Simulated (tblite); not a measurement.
# C4H11N3Si: the cost of one run

The runs use tblite 0.8.0 and PySCF 2.14.0, with density-fitted response routines of our own; the level of theory stands in each step. All values are computed, except where a source is named. Atoms are numbered from 0 throughout.

**1. Starting geometry**

19 atoms, charge 0, multiplicity 1; geometry from: force field or distance geometry start.

Bonds of the start (Å): C0–N1 1.48, N1–Si2 1.75, Si2–N3 1.78, N3–C4 1.26, C4–C5 1.45, C5–N6 1.45, N6–C7 1.44, N6–Si2 1.79, C0–H8 1.11, C0–H9 1.08, C0–H10 1.11, N1–H11 1.02, Si2–H12 1.47, C4–H13 1.12, C5–H14 1.10, C5–H15 1.14, C7–H16 1.13, C7–H17 1.11, C7–H18 1.08.

**2. Optimising the geometry with GFN2-xTB**

What the job is given:

```
{"job": {"kind": "relax", "xc": "GFN2-xTB", "basis": "xTB"}, "charge": 0, "multiplicity": 1}
C      2.842300    -0.265600    -0.465400
N      1.418000    -0.631000    -0.660200
Si     0.506900     0.442200     0.376600
N     -0.028600     1.956600    -0.397300
C     -1.269700     1.828900    -0.573400
C     -1.917300     0.601000    -0.172200
N     -1.138700    -0.115400     0.815500
C     -1.326900    -1.520000     0.573400
H      3.050200    -0.112900     0.618700
H      3.524700    -0.980600    -0.897500
H      2.976000     0.733600    -0.936000
H      1.240300    -0.592300    -1.660000
H      1.301900     0.789000     1.561700
H     -1.835700     2.668500    -1.062700
H     -2.148800    -0.024300    -1.052500
H     -2.882900     0.894300     0.350800
H     -2.334100    -1.624800     0.063700
H     -1.430300    -2.043300     1.548400
H     -0.556700    -1.994700    -0.024000
```

Started as:

```console
> OMP_NUM_THREADS=1 python probes_run.py task.json out
```

One launch serves the whole session: the jobs run in the order shown.

Q: Estimate the wall time and peak memory of this first job on 1 thread of Arm Neoverse N1, shared host.

About 1.3 s, with a peak of 0.18 GiB.
